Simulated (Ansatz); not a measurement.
# GaC+ (singlet): from Hartree-Fock to the top rungs at distance C1–Ga2 = 3.701 Å, cc-pVDZ

One table from this session's results is given with a row withheld; the runs are named, their logs left out.

The runs use Ansatz 0.2.0, Gaussian basis; cc-pVDZ, core rule «outside noble gas», up to 15 orbitals frozen.

Plan: UHF; CCSD(T) on RHF; CCSD(T) on UHF; BCCD(T) on RHF; CISD; CCSDT(Q) on RHF; CCSDT(Q) on UHF; CCSDTQ on RHF; CASSCF and MRCISD+Q, 2 electrons in 2 orbitals; CASSCF and NEVPT2, 2 electrons in 2 orbitals; CASSCF and MRCISD+Q, 6 electrons in 8 orbitals; CASSCF and MRCISD+Q(relaxed), 6 electrons in 8 orbitals; CASSCF and NEVPT2, 6 electrons in 8 orbitals; Full CI.

35 further runs of the same task are left out: 9 for a known fault of the program, 19 that didn't finish, 7 set aside as unsound or not needed. Runs told in other sessions of the task aren't counted.

## The system

The geometry derives from a PBE0/def2-TZVP stationary point (not a proven minimum). One bond is set to the value named and the two fragments are kept rigid. No spin-orbit coupling is included. The filled d shell of Ga may be among the frozen orbitals whatever the setting's name suggests.

2 atoms, charge 1, spin multiplicity 1.

Atoms are counted from 1 here; the program's logs count them from 0.

No contacts short enough for the rule that draws bonds.

As a file:

| atom | x (Å) | y (Å) | z (Å) |
| --- | --- | --- | --- |
| C1 | 0.0000 | 0.0000 | 0.0000 |
| Ga2 | 0.0000 | 0.0000 | 3.7010 |

The first run:

The input, in.yaml:

```yaml
crystal:
  periodic: [false, false, false]
  atoms:
    - {symbol: C, position_ang: [0.000000, 0.000000, 0.000000]}
    - {symbol: Ga, position_ang: [0.000000, 0.000000, 3.701000]}
basis:
  gaussian: {orbitals: cc-pVDZ}
total_charge: 1
magnetization: {spin_polarized: true, initial_magnetization: 0}
hamiltonian: {xc: hf}
output: {orbitals: {seedname: orbitals}}
```

Launch:

```bash
ansatz run in.yaml --threads 1 --pin off --events-out ev --progress --plain --max-ram 2393MiB
```

Among the steps run: UHF; CCSD(T) on RHF; CCSD(T) on UHF; BCCD(T) on RHF; CISD; CCSDT(Q) on RHF; CCSDT(Q) on UHF; CCSDTQ on RHF; CASSCF and MRCISD+Q, 2 electrons in 2 orbitals; CASSCF and NEVPT2, 2 electrons in 2 orbitals; CASSCF and MRCISD+Q, 6 electrons in 8 orbitals; CASSCF and MRCISD+Q(relaxed), 6 electrons in 8 orbitals; CASSCF and NEVPT2, 6 electrons in 8 orbitals; Full CI.

One table of the session follows, with a row left open; its other results are not shown here.

```
       method  from FCI (meV)
          RHF         +3902.9
         RMP2         +1413.4
         CISD          +477.2
        RCCSD          +158.9
     RCCSD(T)           +79.9
      BCCD(T)           +79.5
       RCCSDT               ?
    RCCSDT(Q)           +29.5
      RCCSDTQ            +0.5
  CASSCF pair         +3340.7
  MRCISD pair          +365.0
MRCISD+Q pair           -40.4
          FCI               0
```

**Question.** Estimate the row for RCCSDT.

As computed: from FCI (meV): +56.5. In the column «from FCI (meV)» it lies between RCCSDT(Q) (+29.5) and BCCD(T) (+79.5).

Not comparable, so not listed: CASSCF and NEVPT2, 2 electrons in 2 orbitals (they don't share determinant, frozen orbitals or solution with the rows shown, or repeat one).

Limits of these values: Left out of the table: CASSCF valence, NEVPT2 valence, MRCISD valence, MRCISD+Q valence (the active space lost an orbital or holds another state than full CI finds). Left out of the table: UHF, UMP2, UCCSD, UCCSD(T), UCCSDT, UCCSDT(Q), MRCISD+Q(relaxed) valence (another determinant or state than the rows shown). MRCISD+Q pair falls below full CI: the +Q correction isn't variational, and the cores differ from full CI's. Warnings in the runs' records: passed over end.
